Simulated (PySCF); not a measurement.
**HfCl4(H2O): other functionals and bases at one geometry**

An exercise on one series of results from a longer session: the logs are not shown, and one member is left open.

Computed with PySCF 2.14.0. Level: several levels, as the steps say, no spin–orbit coupling.

3 further runs of the same task are left out: 2 for a known fault of the program, 1 that didn't finish. Runs told in other sessions of the task aren't counted.

## Where the work starts

8 atoms, charge 0, spin multiplicity 1.

Bond lengths: Hf1–Cl2 2.418 Å, Hf1–Cl3 2.418 Å, Hf1–Cl4 2.344 Å, Hf1–Cl5 2.344 Å, Hf1–O6 2.265 Å, O6–H7 0.979 Å, O6–H8 0.979 Å. Angles: Cl2–Hf1–Cl3 147.8°, Cl2–Hf1–Cl4 99.3°, Cl2–Hf1–Cl5 99.1°, Cl2–Hf1–O6 73.9°, Cl3–Hf1–Cl4 99.1°, Cl3–Hf1–Cl5 99.3°, Cl3–Hf1–O6 73.9°, Cl4–Hf1–Cl5 109.3°, Cl4–Hf1–O6 125.3°, Cl5–Hf1–O6 125.3°, Hf1–O6–H7 123.3°, Hf1–O6–H8 123.3°, H7–O6–H8 113.3°.

Coordinates:

```xyz
8

Hf   -0.0256   -0.0444    0.0000
Cl   -0.5371   -0.5229    2.3140
Cl   -0.1842   -0.7266   -2.3140
Cl    2.3017    0.1775    0.1634
Cl   -0.9972    2.0821   -0.1634
O    -1.1583   -2.0063    0.0000
H    -1.4868   -2.4379    0.8148
H    -1.3678   -2.5065   -0.8148
```

Formal oxidation states: Hf +4. An earlier session relaxed this geometry at PBE, Hf def2-SVP with ECP60, Cl def2-SVP, O def2-SVP, H def2-SVP (singlet, point group C2v).

At PBE on the finer grid: E = -1964.141530 Eh, HOMO -7.44 eV, LUMO -2.47 eV, Mulliken charge on Hf1 +0.71 e, largest force component 0.008 eV/Å. 

Levels to run: TPSS; r2SCAN; wB97X; B3LYP; PBE, TZVP; PBE, x2c-SVP. Hardware: 2 threads of Arm Neoverse V2, shared host.

Set-up of the first run:

Input file run.py (the lines that set the calculation):

```python
mol = gto.M(atom='''
Hf    -0.02564    -0.04441     0.00000
Cl    -0.53708    -0.52285     2.31403
Cl    -0.18425    -0.72655    -2.31403
Cl     2.30172     0.17748     0.16340
Cl    -0.99719     2.08207    -0.16340
O     -1.15832    -2.00630     0.00000
H     -1.48678    -2.43787     0.81477
H     -1.36784    -2.50654    -0.81477''',
    basis={'Hf': 'def2-SVP', 'Cl': 'def2-SVP', 'O': 'def2-SVP', 'H': 'def2-SVP'},
    ecp={'Hf': 'def2-SVP'},
    charge=0, spin=0)
mf = dft.RKS(mol, xc='TPSS')
mf.grids.atom_grid = (75, 302)
mf = mf.density_fit()  # fitting sets: Hf def2-universal-JKFIT, Cl def2-universal-JKFIT, O def2-universal-JKFIT, H def2-universal-JKFIT
mf.conv_tol = 1e-08; mf.max_cycle = 55
mf.kernel(dm0)  # dm0: the density of the relaxed state
```

Launch:

```
OMP_NUM_THREADS=2 python run.py
```

Steps of the session up to this table: TPSS; r2SCAN; wB97X; B3LYP; PBE, TZVP; PBE, x2c-SVP.

One of the session's tables, all rows but one given; the rest of the session is left out.

| level | HOMO (eV) | gap (eV) | charge on Hf1 (e) | dipole (D) | largest force component (eV/Å) |
| --- | --- | --- | --- | --- | --- |
| PBE (relaxed here) | -7.44 | 4.97 | 0.71 | 5.35 | 0.01 |
| TPSS | -7.63 | 5.18 | 0.87 | 5.51 | 0.11 |
| r2SCAN | -7.89 | 5.47 | 0.94 | 5.58 | 0.35 |
| wB97X | -11.23 | 11.60 | 0.96 | 5.78 | 0.46 |
| B3LYP | -8.49 | 6.65 | 0.85 | 5.50 | 0.37 |
| PBE, TZVP | -7.56 | 4.97 | 1.14 | 5.05 | 0.28 |
| PBE, x2c-SVP | ? | ? | ? | ? | ? |

Estimate the missing values for PBE, x2c-SVP.

As computed: HOMO (eV): -7.50; gap (eV): 4.67; charge on Hf1 (e): 0.43; dipole (D): 5.27; largest force component (eV/Å): 0.66. In the column «HOMO (eV)» it lies between PBE, TZVP (-7.56) and PBE (relaxed here) (-7.44).

In one basis the HOMO–LUMO gap runs from 4.97 eV (PBE) to 11.60 eV (wB97X). The largest leftover force, 0.66 eV/Å with PBE, x2c-SVP, stands at a geometry relaxed at another level. Total energies of different levels can't be compared.
